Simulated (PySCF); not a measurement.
**C5H6OSSi: electronic excitations**

What electronic excitations should C5H6OSSi (`C#CC(=O)C(=C)S[SiH3]`) show?

Programs: PySCF 2.14.0, with density-fitted response routines of our own. Each step states its level of theory. These are calculated values for one molecule in the gas phase, unless marked as measured. Atoms are numbered from 0 throughout.

## Step 1: The molecule as given

14 atoms, charge 0, multiplicity 1; geometry from: GFN2-xTB.

Bonds of the start (Å): C0–C1 1.20, C1–C2 1.43, C2–O3 1.22, C2–C4 1.47, C4–C5 1.34, C4–S6 1.75, S6–Si7 2.19, C0–H8 1.05, C5–H9 1.08, C5–H10 1.07, Si7–H11 1.47, Si7–H12 1.45, Si7–H13 1.45.

## Step 2: TDDFT and polarisability: CAM-B3LYP/def2-SVPD

Job settings and geometry (Å):

```
{"job": {"kind": "uv", "xc": "CAM-B3LYP", "basis": "def2-SVPD", "nstates": 8, "ntriplets": 3}, "charge": 0, "multiplicity": 1}
C      2.734895    -1.498611    -0.481305
C      1.673306    -1.007847    -0.205783
C      0.360682    -0.528691     0.112996
O     -0.593077    -1.291250     0.116886
C      0.243964     0.897902     0.429514
C      1.314445     1.711812     0.419980
S     -1.361792     1.461545     0.817117
Si    -2.614313    -0.333696     0.708111
H      3.680137    -1.893281    -0.716930
H      2.296337     1.345538     0.175729
H      1.211148     2.755140     0.656707
H     -3.851593     0.361178     1.095099
H     -2.796923    -0.744608    -0.673616
H     -2.297894    -1.235603     1.803354
```

Level: TDDFT CAM-B3LYP/def2-SVPD, vertical, gas phase, core orbitals frozen in the response.

Run with:

```console
$ OMP_NUM_THREADS=1 python probes_run.py task.json out
```

One launch serves the whole session: the jobs run in the order shown.

Predict these results of the whole session: lowest singlet (CAM-B3LYP/def2-SVPD); brightest single state of those computed; lowest triplet.

As calculated:

| quantity | value |
| --- | --- |
| lowest singlet (CAM-B3LYP/def2-SVPD) | 3.38 eV (367 nm), f = 0.046 |
| brightest single state of those computed | state 5, 5.50 eV, f = 0.145 |
| lowest triplet | 2.33 eV |

**Reading.** The first singlet state (HOMO→LUMO 0.99) lies at 3.38 eV and is weak; of the 8 states computed, the strongest absorption comes from state 5 at 5.50 eV. The lowest triplet lies 1.05 eV below the lowest singlet (triplets in Tamm-Dancoff, singlets in full TDDFT).
